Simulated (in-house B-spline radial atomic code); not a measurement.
# Al⁵⁺: excited configurations in jj coupling

Wanted: excitation energies of Al⁵⁺ as differences of total energies (ΔSCF).

Method: Dirac-Hartree-Fock, average of configuration, Fermi nucleus, basis-set limit. Code: in-house B-spline radial atomic code version 1.

## 1. What is computed

| Property | Result |
| --- | --- |
| element | aluminium (Z = 13) |
| charge | +5 |
| electrons | 8 |
| configuration | 1s2 2s2 2p-2 2p+2 |
| Hamiltonian | Dirac-Coulomb |
| nucleus | Fermi, rms radius 3.061 fm |

In configurations, a minus sign after the shell means j = l − 1/2 and a plus sign j = l + 1/2; the count of electrons follows.

Input settings:

```ini
Z = 13
electrons = 8.0
configuration = 1s2 2s2 2p-2 2p+2
hamiltonian = dirac
method = hf
spin_polarised = False
nucleus = fermi
rms_radius = 3.061
mass_number = 27
atomic_mass = 26.981538408
speed_of_light = 137.035999084
```

From the earlier run of the reference: total energy -230.404686 hartree. Levels, eight at most:

| orbital | occupation | energy (eV) | <r> (bohr) |
| --- | --- | --- | --- |
| 1s1/2 | 2 | -1722.79 | 0.1197 |
| 2s1/2 | 2 | -234.27 | 0.5833 |
| 2p3/2 | 2 | -196.72 | 0.5375 |
| 2p1/2 | 2 | -195.80 | 0.5372 |

## 2. Configuration 1s2 2s2 2p-2 2p+1 5p-1

Input settings:

```ini
Z = 13
electrons = 8.0
configuration = 1s2 2s2 2p-2 2p+1 5p-1
hamiltonian = dirac
method = hf
spin_polarised = False
nucleus = fermi
rms_radius = 3.061
mass_number = 27
atomic_mass = 26.981538408
speed_of_light = 137.035999084
```

## 3. Run with 1s2 2s1 2p-1 2p+3 5g-1

Changes to the settings of step 2:

```diff
@@ -2,3 +2,3 @@
 electrons = 8.0
-configuration = 1s2 2s2 2p-2 2p+1 5p-1
+configuration = 1s2 2s1 2p-1 2p+3 5g-1
 hamiltonian = dirac
```

## 4. Configuration 1s2 2s2 2p-1 2p+2 5s1

Changes to the settings of step 3:

```diff
@@ -2,3 +2,3 @@
 electrons = 8.0
-configuration = 1s2 2s1 2p-1 2p+3 5g-1
+configuration = 1s2 2s2 2p-1 2p+2 5s1
 hamiltonian = dirac
```

## 5. Configuration 1s2 2s1 2p-2 2p+2 5d-1

Changes to the settings of step 4:

```diff
@@ -2,3 +2,3 @@
 electrons = 8.0
-configuration = 1s2 2s2 2p-1 2p+2 5s1
+configuration = 1s2 2s1 2p-2 2p+2 5d-1
 hamiltonian = dirac
```

## 6. Configuration 1s2 2s2 2p-2 2p+1 4d-1

Changes to the settings of step 5:

```diff
@@ -2,3 +2,3 @@
 electrons = 8.0
-configuration = 1s2 2s1 2p-2 2p+2 5d-1
+configuration = 1s2 2s2 2p-2 2p+1 4d-1
 hamiltonian = dirac
```

## 7. 1s2 2s1 2p+4 3p-1

Changes to the settings of step 6:

```diff
@@ -2,3 +2,3 @@
 electrons = 8.0
-configuration = 1s2 2s2 2p-2 2p+1 4d-1
+configuration = 1s2 2s1 2p+4 3p-1
 hamiltonian = dirac
```

## 8. 1s2 2s1 2p-2 2p+2 6d-1

Changes to the settings of step 7:

```diff
@@ -2,3 +2,3 @@
 electrons = 8.0
-configuration = 1s2 2s1 2p+4 3p-1
+configuration = 1s2 2s1 2p-2 2p+2 6d-1
 hamiltonian = dirac
```

## 9. Configuration 1s2 2s2 2p-1 2p+2 3s1

Changes to the settings of step 8:

```diff
@@ -2,3 +2,3 @@
 electrons = 8.0
-configuration = 1s2 2s1 2p-2 2p+2 6d-1
+configuration = 1s2 2s2 2p-1 2p+2 3s1
 hamiltonian = dirac
```

## 10. Configuration 1s2 2s1 2p+4 3s1

Changes to the settings of step 9:

```diff
@@ -2,3 +2,3 @@
 electrons = 8.0
-configuration = 1s2 2s2 2p-1 2p+2 3s1
+configuration = 1s2 2s1 2p+4 3s1
 hamiltonian = dirac
```

Q: How far above the reference does each configuration lie (order and size, in eV)?

**Answer**, as computed:

| net move | configuration | energy above the reference (eV) | with Breit, QED, recoil (eV) | largest <r> (bohr) |
| --- | --- | --- | --- | --- |
| 2p1/2 → 3s | 1s2 2s2 2p-1 2p+2 3s1 | 115.64 | 115.59 | 1.60 |
| 2×2p1/2, 2s → 2×2p3/2, 3s | 1s2 2s1 2p+4 3s1 | 157.12 | 157.01 | 1.61 |
| 2p3/2 → 4d3/2 | 1s2 2s2 2p-2 2p+1 4d-1 | 162.65 | 162.63 | 3.31 |
| 2×2p1/2, 2s → 2×2p3/2, 3p1/2 | 1s2 2s1 2p+4 3p-1 | 167.84 | 167.73 | 1.68 |
| 2p1/2 → 5s | 1s2 2s2 2p-1 2p+2 5s1 | 169.73 | 169.66 | 5.13 |
| 2p3/2 → 5p1/2 | 1s2 2s2 2p-2 2p+1 5p-1 | 172.32 | 172.30 | 5.34 |
| 2s → 5d3/2 | 1s2 2s1 2p-2 2p+2 5d-1 | 212.32 | 212.25 | 5.53 |
| 2p1/2, 2s → 2p3/2, 5g7/2 | 1s2 2s1 2p-1 2p+3 5g-1 | 212.79 | 212.69 | 4.58 |
| 2s → 6d3/2 | 1s2 2s1 2p-2 2p+2 6d-1 | 218.59 | 218.52 | 8.23 |

**Reading.** At the bottom stands 2p1/2 → 3s (115.64 eV), at the top 2s → 6d3/2 (218.59 eV). Koopmans' estimate of the ionisation threshold is 195.80 eV; 3 configurations exceed it by over 2 % and could autoionise. Two partly filled shells share a symmetry and can mix in the average, which may lower the energy, for: 2×2p1/2, 2s → 2×2p3/2, 3s. These are averages over configurations, without correlation, not spectroscopic levels.
